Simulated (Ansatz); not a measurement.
# KLuS2: the cost of one run

Program: Ansatz 0.2.0. Level of theory: DFT LDA, scalar-relativistic. These are calculated values, not measurements.

**1. The system as given**

Symmetry: R-3m, No. 166, trigonal system. Conventional cell: a = 3.949 Å, b = 3.949 Å, c = 21.871 Å, α = 90.00°, β = 90.00°, γ = 120.00°. K (site symmetry -3m) is surrounded by 6 S at 3.15 Å. Lu (site symmetry -3m) is surrounded by 6 S at 2.71 Å. Around S (site symmetry 3m) lie 3 Lu at 2.71 Å and 3 K at 3.15 Å.

As a file:

```
K Lu S
1.0
     1.97450    1.13998    7.29033
    -1.97450    1.13998    7.29033
     0.00000   -2.27996    7.29033
K Lu S
1 1 2
Direct
  0.00000 0.00000 0.00000
  0.50000 0.50000 0.50000
  0.23369 0.23369 0.23369
  0.76631 0.76631 0.76631
```

Atoms are numbered in the order of the input: K1, Lu2, S3, S4.

**2. After the deformation**

Space group R-3m before, R-3m after.

**3. Full-potential LAPW**

The input, input.yaml:

```yaml
crystal:
  lattice:
    - [1.9350112053, 1.1171792403, 7.29033]
    - [-1.9350112053, 1.1171792403, 7.29033]
    - [0.0, -2.2343584804, 7.29033]
  atoms:
    - { symbol: K, position: [0.0, 0.0, 0.0] }
    - { symbol: Lu, position: [0.5, 0.5, 0.5] }
    - { symbol: S, position: [0.23369, 0.23369, 0.23369] }
    - { symbol: S, position: [0.76631, 0.76631, 0.76631] }
kpoints:
  mp_grid: { grid: [7, 7, 7] }
  band_path:
    path:
      - [0.0, 0.0, 0.0]
      - [0.5, 0.5, 0.5]
      - [0.8176780807, 0.1823219193, 0.5]
      - [0.5, -0.1823219193, 0.1823219193]
      - [0.5, 0.0, 0.0]
      - [0.0, 0.0, 0.0]
      - [0.3411609597, -0.3411609597, 0.0]
      - [0.6588390404, 0.0, 0.3411609596]
      - [0.5, 0.0, 0.5]
    npoints: 5
scf:
  occupations: { method: fermi_dirac, width: 0.01 }
hamiltonian:
  xc: lda
  pseudopotentials: { kind: all_electron, lapw: { basis_error: 0.001 } }
output:
  forces: true
  stress: true
  eigenvalues: true
```

Launch:

```sh
> ansatz run input.yaml --threads 1 --pin off --max-ram 4096MiB --backend cpu --events-out ev --progress --plain --runs-dir out
```

What time and memory should one allow on 1 thread of AMD EPYC 7R43 (Zen 3), shared host?

About 55 s, with a peak of 0.57 GiB.
